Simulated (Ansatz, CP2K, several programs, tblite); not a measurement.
Energy against volume for rutile SnO2, at fixed shape and fractional coordinates, computed by several methods (PBE and r2SCAN, where shown, with plane waves in Ansatz); the cell shown is that of r2SCAN. With free coordinates or axes held, a curve is too stiff, and on another method's shape its minimum isn't the method's own volume. It is tetragonal, P4_2/mnm (No. 136); conventional cell a = 4.761 Å, c = 3.200 Å, 12.09 Å³ an atom. Around Sn lie 6 O at 2.06–2.07 Å; around O lie 3 Sn at 2.06–2.07 Å. The values are computed, spin-unpolarised, and not measurements. Energies count from each curve's lowest point; fits are third-order Birch-Murnaghan.

```
Sn O
1.0
     4.76057    0.00000    0.00000
     0.00000    4.76057    0.00000
     0.00000    0.00000    3.20008
Sn O
2 4
Direct
  0.00000 0.00000 0.00000
  0.50000 0.50000 0.50000
  0.30588 0.30588 0.00000
  0.19412 0.80588 0.50000
  0.80588 0.19412 0.50000
  0.69412 0.69412 0.00000
```

GFN1-xTB (tblite), on the shape of the cell shown, as a cluster of 72 atoms at the zone centre:
```csv
V (Å³/atom),E (meV/atom)
10.637,4.71
11.362,0.00
12.087,29.72
12.813,83.29
13.538,153.80
```
This method closes the gap of a crystal that DFT finds insulating, so its curve rests on a wrong state.
V₀ = 11.07 Å³ an atom and B₀ = 132 GPa.

Task: r2SCAN, on the shape of its own relaxed cell, gives
```csv
V (Å³/atom),E (meV/atom)
11.362,32.96
11.725,7.74
12.087,0.00
12.450,6.98
12.813,26.35
```
What equilibrium volume and bulk modulus follow?

Result: V₀ = 12.09 Å³ an atom and B₀ = 216 GPa.

PBE, on the shape of its own relaxed cell:
```csv
V (Å³/atom),E (meV/atom)
11.822,28.91
12.200,6.76
12.577,0.00
12.954,6.10
13.331,22.92
```
V₀ = 12.58 Å³ an atom and B₀ = 182 GPa.

PBE/DZVP (CP2K), on the shape of the cell shown:
```tsv
V (Å³/atom)	E (meV/atom)
10.637	270.16
11.362	108.53
12.087	24.21
12.813	0.00
13.538	17.14
```
The points scatter about the fit by more than 0.3 meV an atom, so no fit is quoted.

light PBE (260 eV and a coarse mesh), on the shape of the cell shown:
```
V (Å³/atom)  E (meV/atom)
     11.120        137.94
     11.604         27.99
     12.087         34.05
     12.571          0.00
     13.054         15.45
     13.538         52.79
```
The points scatter about the fit by more than 0.3 meV an atom, since at so low a cutoff the number of plane waves jumps with the volume, so no fit is quoted.

No spin-orbit coupling is included; it can move band edges with weight on the heavy atoms by tenths of an eV.
